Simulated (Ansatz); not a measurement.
Working through a scan of one input key of Rb3ClO, space group Pm-3m

With the Ansatz DFT code, driven from Python.

The cells in order, each with its output:

In [1]:
```python
import warnings

import ansatz as az
```

In [2]:
```python
SETTINGS = {
    "functional": "pbesol",
    "mesh": (4, 4, 4),
    "occupations": "Fixed",
}

warnings.simplefilter("ignore", az.DeckWarning)
```

In [3]:
```python
lattice = az.Lattice.of(
    (5.533679, 0.0, 0.0),
    (0.0, 5.533679, 0.0),
    (0.0, 0.0, 5.533679),
)
sites = [
    ("Rb", (0.0, 0.0, 0.5)),
    ("Rb", (0.0, 0.5, 0.0)),
    ("Rb", (0.5, 0.0, 0.0)),
    ("Cl", (0.5, 0.5, 0.5)),
    ("O", (0.0, 0.0, 0.0)),
]
system = az.Crystal(lattice=lattice)
for symbol, position in sites:
    system = system.atom(symbol, position)
```

In [4]:
```python
[site.symbol for site in system.resolved().sites]
```
Out [4]:
```text
['Rb', 'Rb', 'Rb', 'Cl', 'O']
```

In [5]:
```python
base = (
    system.calculation()
    .functional(SETTINGS["functional"])
    .basis(16 * az.Ha)
    .kpoints(*SETTINGS["mesh"], center="gamma")
    .occupations(SETTINGS["occupations"])
    .band_table()
)
typed = base.input()
rows = []
for value in [0.0001, 1e-06, 1e-08]:
    edited = typed.set(az.key.scf.convergence.dr2_threshold, value)
    summary = az.Session.from_dict(edited).plan().execute().report
    rows.append((value, summary["free_energy_ev"], summary["n_iterations"], len(summary["eigenvalues_ev"][0]) if "eigenvalues_ev" in summary else 0))
print("  threshold eV            F eV      iterations    bands listed")
for row in rows:
    print(f"{str(row[0]):>14s}  {row[1]:14.5f}  {row[2]:14d}  {row[3]:14d}")
```
```text
  threshold eV            F eV      iterations    bands listed
        0.0001    -11276.61030               6              24
         1e-06    -11276.61030               7              24
         1e-08    -11276.61030               8              24
```

Caveats:
- Absolute energies stand on the zero of these potentials, so only differences at equal settings mean something. A total without «per atom» is that of the whole cell that was run.
- The structure comes from a database of computed cells and needn't be a stable or known phase.
- Run time: 6.6 s on 1 thread of Arm Neoverse V2, with other jobs on the host, peak memory 0.42 GiB.
